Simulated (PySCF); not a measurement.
# Dy: excitation energy in cc-pVDZ-X2C

Each state of dysprosium is computed at each level; their differences give the excitation energy. How far do the methods differ?

Method: unrestricted determinants in a Gaussian basis, no spin-orbit coupling in the energies. Code: PySCF 2.14.0.

## (1) What is computed

- Element: dysprosium (Z = 66)
- Basis: cc-pVDZ-X2C
- Hamiltonian: scalar relativity by spin-free X2C-1e
- State 1: Dy: [Xe] 4f10 5d1 6s1, one real determinant (an excited configuration)
- Needed too, but not shown: Dy [Xe] 4f10 6s2 (high-spin determinant)
- Methods: UHF, LDA, PBE, PBE0, r2SCAN, MP2
- Core shells frozen in the correlated runs: valence: [Kr] 4d10; valence and next inner shell: [Ar] 3d10 (for Dy)

Outer shells as boxes (Hund's rule):

Dy [Xe] 4f10 5d1 6s1
```
[Xe] core
4f [↑↓][↑↓][↑↓][↑ ][↑ ][↑ ][↑ ]
5d [↑ ][  ][  ][  ][  ]
6s [↑ ]
```

One driver process ran all states and methods and kept the integrals in memory. Each run is shown as a PySCF script that sums up its settings (the driver passes frozen orbitals as a list and adds second-order terms of double hybrids); the logs are those of the runs themselves. The driver starts from symmetry-adapted Hartree-Fock orbitals, holds the occupation by maximum overlap and uses a logarithmic radial grid for functionals, so a plain start would take other cycles.

The integrals over 84 functions and the set-up took 9.2 s of CPU time.

## (2) Dy [Xe] 4f10 5d1 6s1

**UHF**

The input, input.py:

```python
from pyscf import gto, scf, dft, mp, cc
import basis_set_exchange as bse
mol = gto.M(atom="Dy 0 0 0", charge=0, spin=6, symmetry="D2h",
            basis=gto.basis.parse(bse.get_basis("cc-pVDZ-X2C", elements=["Dy"], fmt="nwchem")),
            nucmod="G")
mf = scf.UHF(mol).sfx2c1e()
mf.irrep_nelec = {'Ag': (10, 9), 'B1g': (3, 2), 'B2g': (2, 2), 'B3g': (2, 2), 'Au': (1, 0), 'B1u': (6, 4), 'B2u': (6, 6), 'B3u': (6, 5)}
mf.kernel()
```

**LDA**

input.py, as changed from the run before:

```diff
@@ -5,3 +5,3 @@
             nucmod="G")
-mf = scf.UHF(mol).sfx2c1e()
+mf = dft.UKS(mol, xc="LDA,VWN").sfx2c1e()
 mf.irrep_nelec = {'Ag': (10, 9), 'B1g': (3, 2), 'B2g': (2, 2), 'B3g': (2, 2), 'Au': (1, 0), 'B1u': (6, 4), 'B2u': (6, 6), 'B3u': (6, 5)}
```

**PBE**

input.py, as changed from the run before:

```diff
@@ -5,3 +5,3 @@
             nucmod="G")
-mf = dft.UKS(mol, xc="LDA,VWN").sfx2c1e()
+mf = dft.UKS(mol, xc="PBE").sfx2c1e()
 mf.irrep_nelec = {'Ag': (10, 9), 'B1g': (3, 2), 'B2g': (2, 2), 'B3g': (2, 2), 'Au': (1, 0), 'B1u': (6, 4), 'B2u': (6, 6), 'B3u': (6, 5)}
```

**PBE0**

input.py, as changed from the run before:

```diff
@@ -5,3 +5,3 @@
             nucmod="G")
-mf = dft.UKS(mol, xc="PBE").sfx2c1e()
+mf = dft.UKS(mol, xc="PBE0").sfx2c1e()
 mf.irrep_nelec = {'Ag': (10, 9), 'B1g': (3, 2), 'B2g': (2, 2), 'B3g': (2, 2), 'Au': (1, 0), 'B1u': (6, 4), 'B2u': (6, 6), 'B3u': (6, 5)}
```

**r2SCAN**

input.py, as changed from the run before:

```diff
@@ -5,3 +5,3 @@
             nucmod="G")
-mf = dft.UKS(mol, xc="PBE0").sfx2c1e()
+mf = dft.UKS(mol, xc="R2SCAN").sfx2c1e()
 mf.irrep_nelec = {'Ag': (10, 9), 'B1g': (3, 2), 'B2g': (2, 2), 'B3g': (2, 2), 'Au': (1, 0), 'B1u': (6, 4), 'B2u': (6, 6), 'B3u': (6, 5)}
```

**MP2 (valence)**

input.py, as changed from the run before:

```diff
@@ -5,4 +5,5 @@
             nucmod="G")
-mf = dft.UKS(mol, xc="R2SCAN").sfx2c1e()
+mf = scf.UHF(mol).sfx2c1e()
 mf.irrep_nelec = {'Ag': (10, 9), 'B1g': (3, 2), 'B2g': (2, 2), 'B3g': (2, 2), 'Au': (1, 0), 'B1u': (6, 4), 'B2u': (6, 6), 'B3u': (6, 5)}
 mf.kernel()
+mp.UMP2(mf, frozen=23).kernel()
```

**MP2 (valence and next inner shell)**

input.py, as changed from the run before:

```diff
@@ -8,2 +8,2 @@
 mf.kernel()
-mp.UMP2(mf, frozen=23).kernel()
+mp.UMP2(mf, frozen=14).kernel()
```

Q: Predict the outcome of this session.

The runs gave:

| quantity | value |
| --- | --- |
| excitation energy, Dy → [Xe] 4f10 5d1 6s1 | UHF 1.987, MP2 (valence and next inner shell) 2.445 eV |

**Reading.** The methods span 0.660 eV, from PBE0 (1.984) to SCS-MP2 (valence and next inner shell) (2.644). No reference value is at hand in this session. All values hold for this basis alone; no basis-set limit was taken.
